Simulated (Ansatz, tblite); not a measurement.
# The cluster V₃O₃+: a ladder of methods and basis sets

How do method and basis change the picture of the cluster V₃O₃+ (singlet)?

The runs use Ansatz 0.2.0, Gaussian basis; as each input shows.

Plan: GFN1-xTB, GFN2-xTB, PBE-D4/def2-TZVP, r2SCAN-D4/def2-TZVP, B3LYP-D4/def2-TZVP, ωB97M-V/def2-TZVP, r2SCANh-D4/def2-TZVP, PBE-D4/def2-SVP, PBE0-D4/def2-SVP, CCSD(T)/def2-SVP, MP2/def2-TZVP.

3 further runs of the same task are left out: 3 set aside as unsound or not needed.

## (1) The relaxed structure

The geometry is that of the singlet, from an earlier relaxation (PBE-D4/def2-SVP). At that level it is the lowest of the isomers that a small search found.

6 atoms, charge 1, spin multiplicity 1.

Bond lengths: V1–O4 1.808 Å, V1–O5 1.921 Å, V1–O6 1.808 Å, V2–O4 1.756 Å, V2–O5 1.908 Å, V3–O5 1.908 Å, V3–O6 1.756 Å. Angles: O4–V1–O5 103.0°, O4–V1–O6 102.6°, O5–V1–O6 103.0°, O4–V2–O5 105.6°, O5–V3–O6 105.6°, V1–O4–V2 76.9°, V1–O5–V2 70.8°, V1–O5–V3 70.7°, V2–O5–V3 72.8°, V1–O6–V3 76.9°.

As a file:

```
V    -0.7435    0.1826    0.6802
V     0.3804   -1.2753   -0.5552
V     1.1172    0.8532   -0.3207
O    -1.3487   -0.9709   -0.5730
O     1.0253   -0.4707    1.0497
O    -0.4307    1.6811   -0.2811
```

No spin-orbit coupling is included. The ion is computed in the gas phase, without counter-ions or solvent.

PBE0-D4/def2-TZVP was run before; its log isn't repeated, and its numbers join the tables.

## (2) GFN1-xTB

Tight binding, by tblite at 300 K electronic temperature and without a spin-polarisation term:

```python
tblite.interface.Calculator('GFN1-xTB', numbers, positions, charge=1, uhf=0).singlepoint()
```

Energy -481.0923 eV, HOMO -18.69 eV, LUMO -18.61 eV; 0.014 s.

## (3) GFN2-xTB

Tight binding, by tblite at 300 K electronic temperature and without a spin-polarisation term:

```python
tblite.interface.Calculator('GFN2-xTB', numbers, positions, charge=1, uhf=0).singlepoint()
```

Energy -473.0428 eV, HOMO -17.14 eV, LUMO -16.68 eV; 0.016 s.

## (4) PBE-D4/def2-TZVP

start.molden holds the orbitals of an earlier run on this state, given as this run's starting guess.

The input, in.yaml:

```yaml
crystal:
  periodic: [false, false, false]
  atoms:
    - {symbol: V, position_ang: [-0.743515, 0.182557, 0.680241]}
    - {symbol: V, position_ang: [0.380351, -1.275285, -0.555174]}
    - {symbol: V, position_ang: [1.117190, 0.853227, -0.320664]}
    - {symbol: O, position_ang: [-1.348692, -0.970874, -0.573021]}
    - {symbol: O, position_ang: [1.025347, -0.470676, 1.049716]}
    - {symbol: O, position_ang: [-0.430681, 1.681052, -0.281099]}
basis:
  gaussian: {orbitals: def2-TZVP, initial_orbitals: start.molden}
total_charge: 1
hamiltonian: {xc: pbe, dispersion: d4}
scf: {omitted_lower_state_checks: [starts]}
output: {forces: true, orbitals: {seedname: orbitals}}
```

Started as:

```
ansatz run in.yaml --threads 4 --pin off --events-out ev --progress --plain --max-ram 4787MiB
```

Further steps of the session: r2SCAN-D4/def2-TZVP; B3LYP-D4/def2-TZVP; ωB97M-V/def2-TZVP; r2SCANh-D4/def2-TZVP; PBE-D4/def2-SVP; PBE0-D4/def2-SVP; CCSD(T)/def2-SVP; MP2/def2-TZVP.

**Question.** What will the summary of the whole plan be? Wanted: gap in def2-TZVP, named functionals, smallest and largest; correlation energy, CCSD(T)/def2-SVP; correlation energy, MP2/def2-TZVP; PBE0 total energy, smallest basis above largest.

As calculated:

| quantity | value |
| --- | --- |
| gap in def2-TZVP, named functionals, smallest and largest | 0.61 eV (PBE-D4), 7.08 eV (ωB97M-V) |
| correlation energy, CCSD(T)/def2-SVP | -56.69 eV |
| correlation energy, MP2/def2-TZVP | -54.17 eV |
| PBE0 total energy, smallest basis above largest | 17.60 eV (def2-SVP, def2-TZVP) |

What this shows: Orbital gaps of the named functionals in def2-TZVP span 0.61 eV (PBE-D4) to 7.08 eV (ωB97M-V); exact exchange widens it. Notes on CCSD(T)/def2-SVP and its Hartree-Fock reference, which MP2 shares: large T1 diagnostic, restricted state is unstable towards broken spin symmetry, state flagged by the program.
